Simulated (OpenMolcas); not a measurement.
**Re⁴⁺ among point charges: CASSCF and CASPT2 levels and susceptibility**

How does a field of 6 point charges split the states of Re⁴⁺, and what χT follows?

Method: state-averaged CASSCF and CASPT2, spin-orbit coupling by RASSI with atomic mean-field integrals. Code: OpenMolcas 26.06.

### Step 1. The atom as given

```
Species                           : Re⁴⁺ (rhenium, Z = 75, 71 electrons)
Basis                             : ANO-RCC-VTZP [8s7p5d3f2g1h], 104 functions
Scalar Hamiltonian                : DKH2, point nucleus
Inactive shells                   : 1s 2s 2p 3s 3p 3d 4s 4p 4d 4f 5s 5p
Active space                      : 3 electrons in 5 orbitals (5d)
Some configurations of this space : 5d3
Orbitals                          : optimised for each spin and parity, averaged over all roots
```

The outer shells:

5d3
```
5d [↑ ][↑ ][↑ ][  ][  ]
```

The ion sits among 6 point charges of -1.7 e arranged as a tetragonal octahedron (D4h), 2.27 Å from the ion, with the axial distance 2.202 Å.

The work runs as a chain of OpenMolcas steps in one folder; each step below is one input file. Labels, J, g values, rates, χT and fits are worked out afterwards by a script from the matrices that RASSI stores. The input lists half of the charges; inversion (Group=XYZ) makes the rest.

### Step 2. GATEWAY and SEWARD: basis and integrals

Contents of a.inp:

```
&GATEWAY
Coord
1

Re 0.0 0.0 0.0
Basis=ANO-RCC-VTZP
Group=XYZ
NoMove
AngMom=0.0 0.0 0.0
AMFI
XField
3 Angstrom 0
2.270000 0.000000 0.000000 -1.700000
0.000000 2.270000 0.000000 -1.700000
0.000000 0.000000 2.201900 -1.700000
&SEWARD
```

The run is started by

```sh
> OMP_NUM_THREADS=1 MOLCAS_MEM=1689 MOLCAS_PROJECT=a pymolcas a.inp > a.log
```

### Step 3. Reference wave functions, quartets of even parity, 10 roots

Contents of a.inp:

```
&RASSCF
FileOrb=start.orb
Symmetry=1
Spin=4
nActEl=3 0 0
Inactive=15 19
Ras2=5 0
CIRoot=10 10 1
SDav=10
CIMx=300
Iter=120 100
PrWF=0.3
OrbListing=Nothing
MaxOrb=0
>>> COPY $Project.JobIph JOB001
```

start.orb holds the contracted functions of the basis, ordered by shell, or the orbitals of the step before.

### Step 4. Reference wave functions, doublets of even parity, 40 roots

Contents of a.inp:

```
&RASSCF
FileOrb=start.orb
Symmetry=1
Spin=2
nActEl=3 0 0
Inactive=15 19
Ras2=5 0
CIRoot=40 40 1
SDav=40
CIMx=300
Iter=120 100
PrWF=0.3
OrbListing=Nothing
MaxOrb=0
>>> COPY $Project.JobIph JOB002
```

### Step 5. RASSI: spin-orbit coupling between the states

Contents of a.inp:

```
&RASSI
NrOfJobIphs=2 10 40
1 2 3 4 5 6 7 8 9 10
1 2 3 4 5 6 7 8 9 10 11 12 13 14 15 16 17 18 19 20 21 22 23 24 25 26 27
28 29 30 31 32 33 34 35 36 37 38 39 40
IphNames
JOB001
JOB002
EJob
SpinOrbit
DIPRint=1.0
SOCoupling=1000.0
Subsets=2
Property=9
'ANGMOM' 1 'ANGMOM' 2 'ANGMOM' 3 'MLTPL  1' 1 'MLTPL  1' 2 'MLTPL  1' 3
'AMFI' 1 'AMFI' 2 'AMFI' 3
SOProperty=3
'ANGMOM' 1 'ANGMOM' 2 'ANGMOM' 3
```

### Step 6. CASPT2: IPEA 0.25, imaginary shift 0.1 (closed shells correlated: 5s 5p)

Contents of a.inp:

```
>>> COPY JOB001 $Project.JobIph
&CASPT2
Multistate=10 1 2 3 4 5 6 7 8 9 10
NoMult
Frozen=14 16
IPEA=0.25
Imaginary=0.1
MaxIter=60
WThr=0.0 0.3 0.05
PrWF=0.5
NoMix
>>> COPY JOB002 $Project.JobIph
&CASPT2
Multistate=40 1 2 3 4 5 6 7 8 9 10 11 12 13 14 15 16 17 18 19 20 21 22
23 24 25 26 27 28 29 30 31 32 33 34 35 36 37 38 39 40
NoMult
Frozen=14 16
IPEA=0.25
Imaginary=0.1
MaxIter=60
WThr=0.0 0.3 0.05
PrWF=0.5
NoMix
```

(Steps that only read results are left out.)

Q: Predict the outcome of this session. Wanted: spin-free ground state; first state of the same spin within the active space; lowest level; next level.

The runs gave:

```
                                            quantity                                                                        value
                                              method  SS-CASPT2, IPEA 0.25, imaginary shift 0.1 (closed shells correlated: 5s 5p)
                              spin-free ground state                                              4B1, 1-fold in its orbital part
first state of the same spin within the active space                                                             4B2 at 5820 cm⁻¹
                                        lowest level                                            2-fold E1/2, g = 0.87, 0.87, 1.65
                                          next level                                                                   195.5 cm⁻¹
                                         χT at 300 K                                                               0.20 cm³ K/mol
                           effective moment at 300 K                                                                      1.25 μB
```

Cost by method:

```csv
method,time of its own steps,time with the reference
A. CASSCF,14 s,14 s
"B. SS-CASPT2, IPEA 0.25, imaginary shift 0.1, +5s 5p",18 s,32 s
```

Times are of one thread on a shared host.

**Reading.** The spin-free ground state (4B1) comes to 100 % from free-ion F terms and keeps the highest spin of the shell. χT at 300 K is 0.20, against 1.88 cm³ K/mol for the spin alone, so spin-orbit coupling lowers it. The field of point charges can differ much from that of real complexes. Point charges carry no covalency, so the field is a model and not that of real ligands.
